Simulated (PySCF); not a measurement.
# CuSe₂: structure of the quartet

Where does quartet CuSe₂ go from a PBE0 minimum start, is the end point a minimum, and what are its modes, charges and moments?

Computed with PySCF 2.14.0. Level: PBE0, basis Cu def2-SVP, Se def2-SVP, no relativity, density fitting.

## Step 1: Starting geometry

3 atoms, charge 0, spin multiplicity 4.

Bond lengths: Cu1–Se2 2.239 Å, Cu1–Se3 2.239 Å. Angles: Se2–Cu1–Se3 180.0°.

```xyz
3
charge 0 multiplicity 4
Cu    0.0000    0.0000    0.0000
Se    2.2393    0.0000    0.0000
Se   -2.2393    0.0000    0.0000
```

## Step 2: Finding the electronic state

The steps below are one call of a driver around PySCF. For each, scf.py gives the equivalent set-up of the SCF; relaxations use the driver's own optimiser. After this first run the driver tries any further starts and a stability analysis.

Contents of scf.py:

```python
from pyscf import gto, scf, dft
mol = gto.M(atom='''
Cu     0.000000     0.000000     0.000000
Se     2.239266     0.000000     0.000000
Se    -2.239266     0.000000     0.000000''',
    basis={'Cu': 'def2-SVP', 'Se': 'def2-SVP'},
    charge=0, spin=3)
mf = dft.UKS(mol, xc='PBE0')
mf.grids.atom_grid = (50, 194)
aux = {'Cu': 'def2-universal-JKFIT', 'Se': 'def2-universal-JKFIT'}
mf = mf.density_fit(auxbasis=aux)
mf.conv_tol = 1e-08
mf.diis_space = 10
mf.max_cycle = 60
mf.init_guess = 'minao'
mf.verbose = 4
mf.kernel()
```

Run with:

```bash
OMP_NUM_THREADS=2 python axn.py task.json out
```

Log:

```text
init E= -6439.91365941812
[... the frontier-level lines of each cycle are left out ...]
cycle= 1 E= -6438.51533638377  delta_E=  1.4  |g|=    3  |ddm|=  1.9
cycle= 2 E= -6432.92193502652  delta_E= 5.59  |g|= 3.32  |ddm|=  7.6
cycle= 3 E= -6439.18244013926  delta_E= -6.26  |g|= 1.99  |ddm|= 7.72
cycle= 4 E= -6441.50845442488  delta_E= -2.33  |g|=  1.1  |ddm|= 2.63
cycle= 5 E= -6441.70707779854  delta_E= -0.199  |g|= 0.784  |ddm|= 0.322
cycle= 6 E= -6441.91672667352  delta_E= -0.21  |g|= 0.454  |ddm|= 0.667
cycle= 7 E= -6441.98739554784  delta_E= -0.0707  |g|= 0.0861  |ddm|= 0.427
cycle= 8 E= -6441.98951538884  delta_E= -0.00212  |g|= 0.0279  |ddm|= 0.0567
cycle= 9 E= -6441.98978294034  delta_E= -0.000268  |g|= 0.0116  |ddm|= 0.0271
cycle= 10 E= -6441.98983122411  delta_E= -4.83e-05  |g|= 0.00518  |ddm|= 0.0124
cycle= 11 E= -6441.98984353032  delta_E= -1.23e-05  |g|= 0.000804  |ddm|= 0.00775
cycle= 12 E= -6441.98984420847  delta_E= -6.78e-07  |g|= 0.000339  |ddm|= 0.00261
cycle= 13 E= -6441.9898442609  delta_E= -5.24e-08  |g|= 5.96e-05  |ddm|= 0.000468
cycle= 14 E= -6441.98984426241  delta_E= -1.51e-09  |g|= 6.89e-06  |ddm|= 7.6e-05
Extra cycle  E= -6441.98984426227  delta_E= 1.4e-10  |g|= 2.33e-05  |ddm|= 2.16e-05
converged SCF energy = -6441.98984426227  <S^2> = 3.7609226  2S+1 = 4.0054576
```

This step, with its further starts and checks, took 13 s on 2 threads of Intel Xeon 6975P-C (Granite Rapids), shared host.

The starts that the driver tried:

| start | energy (Eh) |
| --- | --- |
| the minimal-basis guess | -6441.989844 |
| a thermally smeared density | -6441.989844 |
| a smeared PBE density | -6441.989844 |

The test of internal stability and the other starts found no lower solution of this spin.

## Step 3: Relaxing the quartet from the PBE0 minimum start

The program finds D∞h symmetry in the start, which this walk keeps.

Edit scf.py of step 2 so:

```diff
@@ -15 +14,0 @@
-mf.init_guess = 'minao'
```

Steps of the walk:

| step | energy (Eh) | change (kJ/mol) | largest symmetric gradient (Eh/bohr) |
| --- | --- | --- | --- |
| 0 | -6441.989844 | 0.00 | 0.00006 |

The walk took 2.4 s.

It settles in D∞h symmetry, 0.0 kJ/mol below the start, after 0 steps: Cu–Se 2.239 Å (×2); Se–Cu–Se 180.0°.

## Step 4: Vibrations and properties at this point

The point is checked on the finer grid, and tightened if its gradient asks for it. The Hessian and the dipole derivatives come from central differences of analytic gradients, with steps of 0.02 bohr.

Edit scf.py of step 3 so:

```diff
@@ -9 +9 @@
-mf.grids.atom_grid = (50, 194)
+mf.grids.atom_grid = (75, 302)
@@ -12 +12 @@
-mf.conv_tol = 1e-08
+mf.conv_tol = 1e-10
```

This SCF starts from the last density.

Log of the central SCF (cycles and frontier levels):

```text
init E= -6441.98993891313
[... the frontier-level lines of each cycle are left out ...]
cycle= 1 E= -6441.98993891252  delta_E= 6.02e-10  |g|= 4.01e-05  |ddm|= 5.14e-05
cycle= 2 E= -6441.98993890625  delta_E= 6.27e-09  |g|= 0.000137  |ddm|= 0.000154
cycle= 3 E= -6441.98993891313  delta_E= -6.87e-09  |g|= 7.88e-06  |ddm|= 0.000109
cycle= 4 E= -6441.98993891318  delta_E= -5.18e-11  |g|= 3.45e-07  |ddm|= 1.37e-05
Extra cycle  E= -6441.98993891318  delta_E= -2.73e-12  |g|= 5.97e-07  |ddm|= 1.9e-06
converged SCF energy = -6441.98993891318  <S^2> = 3.7609224  2S+1 = 4.0054575
```

The whole step took 27 s.

Geometry: D∞h; Cu–Se 2.239 Å (×2); Se–Cu–Se 180.0°.

Modes, for the most abundant isotopes:

```
ω (cm⁻¹)  IR (km/mol)
      59          3.1
      59          2.0
     197          0.0
     335          3.3
```

Every mode is real; the point is a minimum.

Here the density breaks the symmetry of the frame, and no labels are given; pairs that should be degenerate can split.

Constants and moments:

| Property | Result |
| --- | --- |
| Dipole moment | 0.00 D |
| Highest occupied level | -6.41 eV |
| Lowest empty level | -4.68 eV |
| Rotational constants | 0.02103 cm⁻¹ |
| Zero-point energy | 3.9 kJ/mol |
| Principal polarisabilities | 36.3, 38.9, 233.4 bohr³ |
| Atomisation energy without zero-point energy | 470 kJ/mol |
| Principal traceless quadrupole moments about the centre of mass | -6.23, 0.37, 5.87 D Å |
| Entropy at 298.15 K and 1 bar (electronic part: spin only) | 318.6 J/(mol K) |
| Heat capacity Cp at 298.15 K | 60.1 J/(mol K) |
| Enthalpy at 298.15 K above 0 K | 15.44 kJ/mol |
| Rotational symmetry number | 2 |
| Spin squared ⟨S²⟩ | 3.761 |

Populations by atom (charges in e):

```csv
atom,Mulliken,Löwdin,polar tensor,spin (Mulliken),Mayer order to Cu1
Cu1,0.20,-0.01,0.36,0.18,–
"Se2,3",-0.10,0.01,-0.18,1.41,1.10
```

Outer orbital energies (eV). α occupied: -9.47, -9.47, -8.71, -8.17, -8.12, -8.06, -7.98, -7.45; empty: -0.12, 2.19, 2.20, 2.42. β occupied: -10.33, -9.30, -9.23, -9.22, -8.97, -7.89, -7.61, -6.41; empty: -4.68, -4.62, -3.95, 0.12.

Mulliken populations on Cu1: s 6.72, p 12.47, d 9.62, f 0.00.

## Step 5: What came out

```
                                          quantity                                value
                                           minimum                         quartet, D∞h
                                          geometry  Cu–Se 2.239 Å (×2); Se–Cu–Se 180.0°
                                wavenumbers (cm⁻¹)                     59, 59, 197, 335
                                     dipole moment                               0.00 D
highest occupied, lowest empty level (either spin)                      -6.41, -4.68 eV
                        polar-tensor charge of Cu1                              +0.36 e
                                 zero-point energy                           3.9 kJ/mol
                               entropy at 298.15 K                      318.6 J/(mol K)
         atomisation energy (no zero-point energy)                           470 kJ/mol
                                              ⟨S²⟩                                3.761
```

In words: The molecule stays D∞h, as typed, and the end point is a minimum. The strongest infrared band lies at 59 cm⁻¹. Only this shape and spin were tried, so other structures or states may lie lower. The SCF density has lower symmetry than the nuclear frame. One determinant may miss the lowest occupation of an open d or f shell.

The search up to here took 43 s.
